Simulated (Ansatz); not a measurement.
# Si5H32C3: the cost of one run

All numbers below are computed with Ansatz 0.2.0 (DFT PBE+D3(BJ), plane waves, PAW, scalar-relativistic, no spin polarisation).

### Step 1. The structure to begin with

The cell holds 40 atoms (C3H32Si5): a = 8.658 Å, b = 8.658 Å, c = 8.658 Å, α = 90.00°, β = 90.00°, γ = 90.00°.

Its coordinates follow in the input file.

### Step 2. Preparing the start

File input.yaml:

```yaml
accuracy: low
crystal:
  lattice:
    - [8.657947, 0.0, 0.0]
    - [0.0, 8.657947, 0.0]
    - [0.0, 0.0, 8.657947]
  atoms:
    - { symbol: C, position: [0.4036997, 0.0309302, 0.0489541] }
    - { symbol: H, position: [0.3056986, 0.0801411, -0.0128043] }
    - { symbol: H, position: [0.4853109, -0.0175493, -0.0336858] }
    - { symbol: H, position: [0.363309, -0.0598451, 0.1262099] }
    - { symbol: H, position: [0.46048, 0.120974, 0.1160965] }
    - { symbol: C, position: [0.8125159, 0.7600482, 0.6173254] }
    - { symbol: H, position: [0.7758074, 0.8068628, 0.5064159] }
    - { symbol: H, position: [0.8251247, 0.8538066, 0.7003338] }
    - { symbol: H, position: [0.922859, 0.7011063, 0.6035315] }
    - { symbol: H, position: [0.7262725, 0.6784171, 0.6590202] }
    - { symbol: C, position: [0.6717319, 0.2663141, 0.0239639] }
    - { symbol: H, position: [0.738182, 0.3552283, 0.0832822] }
    - { symbol: H, position: [0.5502408, 0.2769934, 0.0550426] }
    - { symbol: H, position: [0.713908, 0.1527176, 0.0579792] }
    - { symbol: H, position: [0.6845969, 0.2803169, -0.1004485] }
    - { symbol: Si, position: [0.6322934, 0.2485278, 0.425991] }
    - { symbol: H, position: [0.5631441, 0.3775692, 0.5148788] }
    - { symbol: H, position: [0.7619324, 0.1808257, 0.5151226] }
    - { symbol: H, position: [0.5134623, 0.1284269, 0.3978971] }
    - { symbol: H, position: [0.6906346, 0.3072896, 0.2760654] }
    - { symbol: Si, position: [0.862155, 0.6449576, 0.1794203] }
    - { symbol: H, position: [0.9239727, 0.7901052, 0.1127491] }
    - { symbol: H, position: [0.8010797, 0.67573, 0.3364464] }
    - { symbol: H, position: [0.7361642, 0.5854906, 0.0797994] }
    - { symbol: H, position: [0.9874032, 0.5285045, 0.1886864] }
    - { symbol: Si, position: [0.4489566, 0.6311598, 0.3111036] }
    - { symbol: H, position: [0.4776815, 0.7284085, 0.1730751] }
    - { symbol: H, position: [0.5012495, 0.7143088, 0.4514104] }
    - { symbol: H, position: [0.2814225, 0.5978365, 0.3236015] }
    - { symbol: H, position: [0.5354729, 0.4840853, 0.2963274] }
    - { symbol: Si, position: [0.1463517, 0.1405464, 0.248652] }
    - { symbol: H, position: [0.2235888, 0.2768847, 0.3177939] }
    - { symbol: H, position: [0.1534059, 0.1514393, 0.0778718] }
    - { symbol: H, position: [0.2257472, -0.0022324, 0.3000802] }
    - { symbol: H, position: [-0.0173353, 0.1360941, 0.2988623] }
    - { symbol: Si, position: [0.2952027, 0.4323487, 0.9925832] }
    - { symbol: H, position: [0.144184, 0.5108493, 0.9734703] }
    - { symbol: H, position: [0.3311746, 0.4176024, 1.1593852] }
    - { symbol: H, position: [0.2879423, 0.2765758, 0.9217567] }
    - { symbol: H, position: [0.41751, 0.5243673, 0.9157208] }
basis:
  ecutwfc: 420.0
kpoints:
  mp_grid: { grid: [1, 1, 1] }
hamiltonian:
  xc: pbe
  dispersion: d3bj
scf:
  occupations: { method: fermi_dirac, width: 0.02 }
  lower_state_search: "off"
relax:
  f_tol: 0.3
  max_steps: 15
  adjacent_minimum: "off"
```

Command:

```bash
> ansatz run input.yaml --threads 1 --pin off --max-ram 3072MiB --backend cpu --events-out ev --progress --plain --runs-dir out
```

Q: Estimate wall time and peak memory on 1 thread of Arm Neoverse V2, shared host.

About 20 s, with a peak of 0.5 GiB.
